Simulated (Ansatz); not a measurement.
# Rb4P: the cost of one run

Computed with Ansatz 0.2.0 (DFT PBE, scalar-relativistic, plane waves, PAW, unless a step's input says otherwise).

1 further run of the same task is left out (set aside as unsound or not needed).

## 1. The structure to begin with

Symmetry: P4/mmm, No. 123, tetragonal system. The conventional cell has a = 5.866 Å, b = 5.866 Å, c = 8.773 Å, α = 90.00°, β = 90.00°, γ = 90.00°. Around Rb (site symmetry 2mm) lie 2 P at 3.49 Å and 1 Rb at 3.78 Å. P (site symmetry 4/mmm) is surrounded by 8 Rb at 3.49 Å.

Structure file:

```cif
data_structure
_symmetry_space_group_name_H-M 'P4/mmm'
_symmetry_Int_Tables_number 123
_cell_length_a 5.8659
_cell_length_b 5.8659
_cell_length_c 8.7727
_cell_angle_alpha 90.000
_cell_angle_beta 90.000
_cell_angle_gamma 90.000
_cell_volume 301.85
loop_
_atom_site_label
_atom_site_type_symbol
_atom_site_symmetry_multiplicity
_atom_site_Wyckoff_symbol
_atom_site_fract_x
_atom_site_fract_y
_atom_site_fract_z
_atom_site_occupancy
Rb1 Rb 4 i 0.50000 0.00000 0.21571 1
P1 P 1 a 0.00000 0.00000 0.00000 1
```

The cell was relaxed beforehand at this level, from a generated guess; it is a trial structure. At a tolerance of 0.05 Å it has space group P4/mmm (No. 123); it has 60.37 Å³/atom, an uncorrected energy of -0.10 eV/atom over the elements.

## 2. Bands, states and charges

The input, input.yaml:

```yaml
crystal:
  lattice:
    - [5.8658525512, 0.0, 0.0]
    - [0.0, 5.8658525512, 0.0]
    - [0.0, 0.0, 8.7727177049]
  atoms:
    - { symbol: Rb, position: [0.5, 0.0, 0.2157107253] }
    - { symbol: Rb, position: [0.0, 0.5, 0.7842892747] }
    - { symbol: Rb, position: [0.5, 0.0, 0.7842892747] }
    - { symbol: Rb, position: [0.0, 0.5, 0.2157107253] }
    - { symbol: P, position: [0.0, 0.0, 0.0] }
basis:
  ecutwfc: 420
kpoints:
  mp_grid: { grid: [6, 6, 4] }
  band_path:
    path:
      - [[0.0, 0.0, 0.0], [0.0, 0.5, 0.0], [0.5, 0.5, 0.0], [0.0, 0.0, 0.0], [0.0, 0.0, 0.5], [0.0, 0.5, 0.5], [0.5, 0.5, 0.5], [0.0, 0.0, 0.5]]
      - [[0.0, 0.5, 0.0], [0.0, 0.5, 0.5]]
      - [[0.5, 0.5, 0.0], [0.5, 0.5, 0.5]]
    npoints: 14
hamiltonian:
  xc: pbe
scf:
  occupations: { method: gaussian, width: 0.1 }
  n_extra_bands: 12
output:
  forces: true
  stress: true
  eigenvalues: true
  populations: true
  dos: { projected: true, de: 0.02, nscf_kmesh: { grid: [8, 8, 5] } }
  bader: true
  write_density: true
  write_potential: true
  elf: true
  volumetric_format: npy
```

Launch:

```console
$ ansatz run input.yaml --threads 1 --pin off --max-ram 2048MiB --backend cpu --events-out ev --progress --plain --runs-dir out
```

What time and memory should one allow on 1 thread of Intel Xeon Platinum 8488C (Sapphire Rapids), shared host?

About 92 s, with a peak of 0.95 GiB.
